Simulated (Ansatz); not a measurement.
# BH₃Se₂: up Jacob's ladder to CCSD(T)

The task here is to estimate one member of a computed series from the others.

Program: Ansatz 0.2.0, Gaussian basis. Level of theory: functionals in def2-TZVPP, the program's frozen cores in correlated methods. These are calculated values, not measurements.

Plan: LDA (SPW92), PBE-D4, revPBE-D4, BLYP-D4, r2SCAN-D4, B97M-V, PBE0-D4, B3LYP-D4, r2SCANh-D4, r2SCAN0-D4, HSE06-D4, BHLYP-D4, CAM-B3LYP-D4, LC-ωPBE, ωB97X-V, ωB97M-V, B2PLYP, PBE-QIDH; CCSD(T)/def2-SVP; CCSD(T)/def2-TZVPP; MP2/def2-QZVPP; extrapolation to the limit; RPA on PBE.

## The relaxed structure

The geometry comes from an earlier relaxation with PBE0-D4 in a triple-zeta def2 set; it is a stationary point.

6 atoms, charge 0, spin multiplicity 1.

Atoms are counted from 1 here; the program's logs count them from 0.

Bond lengths: B1–Se2 2.041 Å, B1–Se3 2.139 Å, B1–H4 1.192 Å, B1–H5 1.192 Å, Se2–Se3 2.327 Å, Se3–H6 1.477 Å. Angles: Se2–B1–Se3 67.6°, Se2–B1–H4 115.9°, Se2–B1–H5 116.4°, Se3–B1–H4 108.2°, Se3–B1–H5 110.1°, H4–B1–H5 123.4°, B1–Se2–Se3 58.2°, B1–Se3–Se2 54.2°, B1–Se3–H6 96.9°, Se2–Se3–H6 98.3°.

Geometry (Å):

```xyz
6
charge 0, multiplicity 1
B    -0.3559    0.2121   -0.6794
Se   -0.2195   -1.7412   -0.1049
Se    0.0029    0.0041    1.4189
H    -1.4598    0.6355   -0.8291
H     0.6031    0.6764   -1.2141
H     1.4713    0.1492    1.3624
```

The first run:

in.yaml

```yaml
crystal:
  periodic: [false, false, false]
  atoms:
    - {symbol: B, position_ang: [-0.355904, 0.212085, -0.679409]}
    - {symbol: Se, position_ang: [-0.219492, -1.741189, -0.104890]}
    - {symbol: Se, position_ang: [0.002868, 0.004075, 1.418866]}
    - {symbol: H, position_ang: [-1.459766, 0.635476, -0.829107]}
    - {symbol: H, position_ang: [0.603051, 0.676394, -1.214070]}
    - {symbol: H, position_ang: [1.471344, 0.149160, 1.362410]}
basis:
  gaussian: {orbitals: def2-TZVPP}
hamiltonian: {xc: lda}
output: {orbitals: {seedname: orbitals}}
```

The run is started by

```
$ ansatz run in.yaml --threads 2 --pin off --events-out ev --progress --plain --max-ram 4352MiB
```

Steps of the session up to this table: LDA; PBE-D4 (GGA); revPBE-D4 (GGA); BLYP-D4 (GGA); r2SCAN-D4 (meta-GGA); B97M-V (meta-GGA); PBE0-D4 (hybrid); B3LYP-D4 (hybrid); r2SCANh-D4 (hybrid); r2SCAN0-D4 (hybrid); HSE06-D4 (hybrid); BHLYP-D4 (hybrid); CAM-B3LYP-D4 (range-separated); LC-ωPBE (range-separated); ωB97X-V (range-separated); ωB97M-V (range-separated); B2PLYP (double hybrid); PBE-QIDH (double hybrid).

One table of the session follows, with a row left open; its other results are not shown here.

It belongs to the step «Orbital energies across the functionals». 

| functional | HOMO (eV) | LUMO (eV) | gap (eV) |
| --- | --- | --- | --- |
| LDA (SPW92) | -5.74 | -3.33 | 2.40 |
| PBE-D4 | -5.62 | -3.10 | 2.52 |
| revPBE-D4 | -5.57 | -3.02 | 2.55 |
| BLYP-D4 | -5.45 | -2.98 | 2.47 |
| r2SCAN-D4 | -5.87 | -2.98 | 2.88 |
| B97M-V | -5.96 | -2.83 | 3.13 |
| PBE0-D4 | -6.77 | -2.24 | 4.54 |
| B3LYP-D4 | -6.54 | -2.46 | 4.08 |
| r2SCANh-D4 | -6.30 | -2.66 | 3.63 |
| r2SCAN0-D4 | -6.94 | -2.18 | 4.76 |
| HSE06-D4 | -6.38 | -2.62 | 3.76 |
| BHLYP-D4 | ? | ? | ? |
| CAM-B3LYP-D4 | -8.05 | -1.18 | 6.87 |
| LC-ωPBE | -9.42 | -0.05 | 9.37 |
| ωB97X-V | -9.07 | -0.14 | 8.93 |
| ωB97M-V | -8.94 | -0.26 | 8.68 |

Q: Estimate the row for BHLYP-D4 from the others.

Worked estimate for «HOMO (eV)». Against the share of exact exchange, BLYP-D4 (0, -5.45), B3LYP-D4 (0.2, -6.54) give a slope of -5.45 per unit share; at 0.5 the line stands at -8.17.

**Answer.** HOMO (eV): -7.78; LUMO (eV): -1.28; gap (eV): 6.50. In «HOMO (eV)» the line misses by -0.39.
